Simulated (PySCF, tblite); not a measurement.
**C₆H₉NS₂: geometry, infrared bands and NMR shifts**

What infrared bands and NMR shifts should C₆H₉NS₂ (`CC(C)(C)SC(=S)C#N`) show?

Computed with tblite 0.8.0 and PySCF 2.14.0, with density-fitted response routines of our own, on a single molecule in the gas phase. Atoms are numbered from 0 throughout.

## 1. Starting geometry

18 atoms, charge 0, multiplicity 1; geometry from: force field or distance geometry start.

Bonds of the start (Å): C0–C1 1.53, C1–C2 1.45, C1–C3 1.57, C1–S4 1.77, S4–C5 1.74, C5–S6 1.66, C5–C7 1.42, C7–N8 1.09, C0–H9 1.13, C0–H10 1.11, C0–H11 1.08, C2–H12 1.13, C2–H13 1.12, C2–H14 1.11, C3–H15 1.09, C3–H16 1.09, C3–H17 1.12.

## 2. Optimising the geometry with GFN2-xTB

The job: settings as JSON, then the geometry in Å.

```
{"job": {"kind": "relax", "xc": "GFN2-xTB", "basis": "xTB"}, "charge": 0, "multiplicity": 1}
C     -1.245000     0.340700    -1.594100
C     -0.602400     0.137000    -0.224400
C     -1.584900    -0.062600     0.826500
C      0.228800    -1.169100    -0.485800
S      0.541900     1.416100     0.189300
C      2.214700     1.250100    -0.265300
S      3.060900     2.525300    -0.898200
C      2.882600     0.006900    -0.099200
N      3.387400    -0.948200     0.007400
H     -1.972600     1.201800    -1.482700
H     -1.899300    -0.536200    -1.767800
H     -0.496600     0.503500    -2.352100
H     -1.558300     0.838200     1.515600
H     -2.606200    -0.114500     0.371400
H     -1.441400    -0.993800     1.415200
H      0.739400    -1.519500     0.409500
H      0.879900    -0.935700    -1.322000
H     -0.537600    -1.933900    -0.784500
```

Launch:

```console
$ OMP_NUM_THREADS=1 python probes_run.py task.json out
```

This one command runs all jobs of the session in turn.

**Question.** This job is followed by: GFN2-xTB harmonic vibrations, gas phase; GIAO PBE0/pcSseg-1 NMR shielding, non-relativistic, gas phase. Predict these results of the whole session: strongest single infrared mode (GFN2-xTB); zero-point energy (GFN2-xTB); ¹³C shifts against TMS (PBE0/pcSseg-1, means over atoms taken as alike); ¹H shifts against TMS (PBE0/pcSseg-1, means over atoms taken as alike); ³³S shifts against CS2 (PBE0/pcSseg-1); ¹⁵N shifts against NH3 (PBE0/pcSseg-1).

The runs gave:

| quantity | value |
| --- | --- |
| strongest single infrared mode (GFN2-xTB) | 982 cm⁻¹, 151 km/mol |
| zero-point energy (GFN2-xTB) | 85.5 kcal/mol |
| ¹³C shifts against TMS (PBE0/pcSseg-1, means over atoms taken as alike) | 217.4, 116.5, 61.8, 30.7 ppm |
| ¹H shifts against TMS (PBE0/pcSseg-1, means over atoms taken as alike) | 1.87 ppm |
| ³³S shifts against CS2 (PBE0/pcSseg-1) | 1126, 434 ppm |
| ¹⁵N shifts against NH3 (PBE0/pcSseg-1) | 336.5 ppm |

What this shows: Relaxing lowered the energy by 1.331 eV in 184 steps; the close pair that moved most is C1–S4, from 1.765 to 1.875 Å. All 48 modes are real, so the xTB geometry is a minimum. The strongest single mode, at 982 cm⁻¹, moves mainly C5. Unscaled tight-binding wavenumbers are off by several per cent, some by more. Its intensities can rank the bands wrongly. The most deshielded carbon is C5 (thiocarbonyl carbon), at 217.4 ppm: low-lying n→π* states of the double bond to the heteroatom give a large paramagnetic term (-289 ppm). At PBE0/pcSseg-1: The largest span, 2725 ppm, is at S6, where the paramagnetic term is -1674 ppm.
